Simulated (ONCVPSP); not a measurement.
**Pseudopotential generation for La: ONCV, LDA (Perdew-Wang 92)**

Aim: build the potential from the settings below, then test how well it stands in for the atom: other configurations, scattering, ghost states and the plane-wave cutoff that it needs.

Method: ONCVPSP 4.0.1, LDA (Perdew-Wang 92), scalar-relativistic.

### Step 1. The design

The settings as typed:

| Item | Value |
| --- | --- |
| element | lanthanum (La, Z = 57) |
| type | optimised norm-conserving Vanderbilt (ONCV) |
| frozen core | [Kr] 4d10 |
| valence charge | 11 |
| reference configuration | 5s2 5p6 5d1 6s1.5 6p0.5 |
| partial waves | 5s+6s: rc 2.65 bohr, ncon 4, nbas 8, qcut 5.4 1/bohr, 2 projectors; 5p+6p: rc 3.05 bohr, ncon 4, nbas 7, qcut 5 1/bohr, 2 projectors; 5d: rc 3.95 bohr, ncon 4, nbas 9, qcut 4.7 1/bohr, 1 projector; f scattering state at 0.45 Ha: rc 4.05 bohr, ncon 4, nbas 9, qcut 3.1 1/bohr, 2 projectors, debl 3.2 Ha |
| local potential | polynomial inside 1.80 bohr (lpopt 5, dvloc0 -1 Ha) |
| core correction | Teter function, fcfact 2.25, rcfact 1.2 |

The nodes and maxima of the atom's own shells, from an earlier all-electron run, set the scale for the radii.

All-electron outer shells of the reference configuration (LDA (PZ), scalar-relativistic, ld1.x):

```tsv
shell	level (eV)	outermost node (bohr)	outermost maximum (bohr)
4d	-104.40	0.32	0.68
5s	-39.63	0.77	1.41
5p	-23.03	0.83	1.58
4f	-5.15	–	0.75
6s	-4.15	1.86	3.74
5d	-3.66	0.95	2.21
6p	-1.69	2.20	4.93
```

### Step 2. Generation

La.dat reads:

```
# ATOM AND REFERENCE CONFIGURATION
# atsym  z   nc   nv     iexc    psfile
  La 57.00    9    5  -001012      upf
#
#   n    l    f
    1    0    2.00
    2    0    2.00
    2    1    6.00
    3    0    2.00
    3    1    6.00
    3    2   10.00
    4    0    2.00
    4    1    6.00
    4    2   10.00
    5    0    2.00
    5    1    6.00
    5    2    1.00
    6    0    1.50
    6    1    0.50
#
# PSEUDOPOTENTIAL AND OPTIMIZATION
# lmax
    3
#
#   l,   rc,      ep,       ncon, nbas, qcut
    0    2.65    0.00    4    8    5.40
    1    3.05    0.00    4    7    5.00
    2    3.95    0.00    4    9    4.70
    3    4.05    0.45    4    9    3.10
#
# LOCAL POTENTIAL
# lloc, lpopt,  rc(5),   dvloc0
    4    5    1.80   -1.00
#
# VANDERBILT-KLEINMAN-BYLANDER PROJECTORs
# l, nproj, debl
    0    2    3.80
    1    2    1.90
    2    1    3.60
    3    2    3.20
#
# MODEL CORE CHARGE
# icmod, fcfact, rcfact
    3    2.25    1.20
#
# LOG DERIVATIVE ANALYSIS
# epsh1, epsh2, depsh
   -3.00    5.00    0.02
#
# OUTPUT GRID
# rlmax, drl
    6.00    0.01
#
# TEST CONFIGURATIONS
# ncnf
    4
# nvcnf
#   n    l    f
    5
    5    0    2.00
    5    1    6.00
    5    2    1.00
    6    0    2.00
    6    1    0.00
#
    5
    5    0    2.00
    5    1    6.00
    5    2    1.00
    6    0    1.00
    6    1    0.00
#
    5
    5    0    2.00
    5    1    6.00
    5    2    1.00
    6    0    0.00
    6    1    0.00
#
    5
    5    0    2.00
    5    1    6.00
    5    2    2.00
    6    0    1.00
    6    1    0.00
#
```

Run with:

```console
$ oncvpsp.x < La.dat > La.out
```

What does the calculation give? Wanted: cutoffs for 1 and 0.1 mHa per electron, occupied waves; bound ghosts; GHOST(+) flags; largest test error; largest phase difference near zero energy, channels read; rms error of d²Exc/dn², without and with the model core; projector energies reset by the program.

The runs gave:

```
                                                quantity                              value
  cutoffs for 1 and 0.1 mHa per electron, occupied waves                   8.4 Ha and 10 Ha
                                            bound ghosts                         none found
                                          GHOST(+) flags            s at 49 eV, f at 213 eV
                            largest test error (AE − PS)  -4.6 meV, for 5s2 5p6 5d1 6s0 6p0
largest phase difference near zero energy, channels read                          1.433 rad
 rms error of d²Exc/dn², without and with the model core                  2.98 and 1.55 mHa
                 projector energies reset by the program                f: -0.189, 3.011 Ha
```

By total energies transferability is very good: the largest error is 4.6 meV on 16.1 eV, for 5s2 5p6 5d1 6s0 6p0. The potential is soft on the atom at that tolerance: the looser tolerance needs 8.4 Ha. That counts occupied waves only; other projectors can need more. The program's ghost test flags no bound state. Of the channels read, f scatters worst near zero energy, by up to 1.43 rad. The program also flags highly localised states, GHOST(+) (s, f).
